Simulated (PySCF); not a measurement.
# NbO₂I: relaxation and vibrations of the singlet

The task is one start of a wider search on NbO₂I: the singlet, from a T-shaped (ligand arrangement 1) start. It is relaxed, tested by its Hessian and followed downhill if it is a saddle.

Method: PBE, basis Nb def2-SVP with ECP28, O def2-SVP, I def2-SVP with ECP28, scalar-relativistic core potentials, no spin–orbit coupling, density fitting; program: PySCF 2.14.0.

**1. Where the work starts**

4 atoms, charge 0, spin multiplicity 1.

Bond lengths: Nb1–O2 1.820 Å, Nb1–O3 1.820 Å, Nb1–I4 2.800 Å. Angles: O2–Nb1–O3 176.0°, O2–Nb1–I4 88.0°, O3–Nb1–I4 88.0°.

Coordinates in bohr (charge 0 multiplicity 1):
```
Nb    0.0000    0.0000   -2.6820
O     3.4372    0.0000   -2.5620
O    -3.4372    0.0000   -2.5620
I     0.0000    0.0000    2.6093
```

**2. Relaxing the singlet from the T-shaped (ligand arrangement 1) start**

One driver script runs all steps and calls PySCF; scf.py shows how it sets up the SCF of each step. The optimiser is the driver's own. Before each start the driver seeks the lowest SCF state from one or more starting densities and follows internal instabilities, so scf.py alone need not reach the same state.

The program finds C2v symmetry in the start, which this walk keeps. The walk stops when the largest gradient is under 0.0003 Eh/bohr and the energy has settled too.

File scf.py:

```python
from pyscf import gto, scf, dft
mol = gto.M(atom='''
Nb     0.000000     0.000000    -1.419233
O      1.818900    -0.000000    -1.355733
O     -1.818900     0.000000    -1.355733
I      0.000000     0.000000     1.380767''',
    basis={'Nb': 'def2-SVP', 'O': 'def2-SVP', 'I': 'def2-SVP'},
    ecp={'Nb': 'def2-SVP', 'I': 'def2-SVP'},
    charge=0, spin=0)
mf = dft.RKS(mol, xc='PBE')
mf.grids.atom_grid = (50, 194)
aux = {'Nb': 'def2-universal-JKFIT', 'O': 'def2-universal-JKFIT', 'I': 'def2-universal-JKFIT'}
mf = mf.density_fit(auxbasis=aux)
mf.kernel()
```

After this run come: Hessian and properties; Leaving the saddle point; Is it a minimum? Harmonic modes.

**Question.** What will these runs give? Wanted: minimum; geometry; wavenumbers; dipole moment; highest occupied, lowest empty level; polar-tensor charge of Nb1; zero-point energy; atomisation energy.

**Answer**, as computed:

| quantity | value |
| --- | --- |
| minimum | singlet, Cs |
| geometry | Nb–I 2.700 Å, Nb–O 1.720 Å (×2); I–Nb–O 111.7° (×2), O–Nb–O 105.6° |
| wavenumbers (cm⁻¹) | 126 (a'), 140 (a''), 222 (a'), 348 (a'), 948 (a''), 983 (a') |
| dipole moment | 4.41 D |
| highest occupied, lowest empty level | -6.70, -4.59 eV |
| polar-tensor charge of Nb1 | +1.73 e |
| zero-point energy | 16.6 kJ/mol |
| entropy at 298.15 K | 335.2 J/(mol K) |
| atomisation energy (no zero-point energy) | 1873 kJ/mol |

What this shows: The T-shaped (ligand arrangement 1) start (C2v) ends in a minimum of Cs symmetry, after a stop at a saddle point 14.7 kJ/mol higher, from which it was pushed off along an imaginary mode. In the infrared the band at 948 cm⁻¹ (a'', stretch) leads. Other starts or spin states, not run here, may lie lower. Spin–orbit coupling is left out.
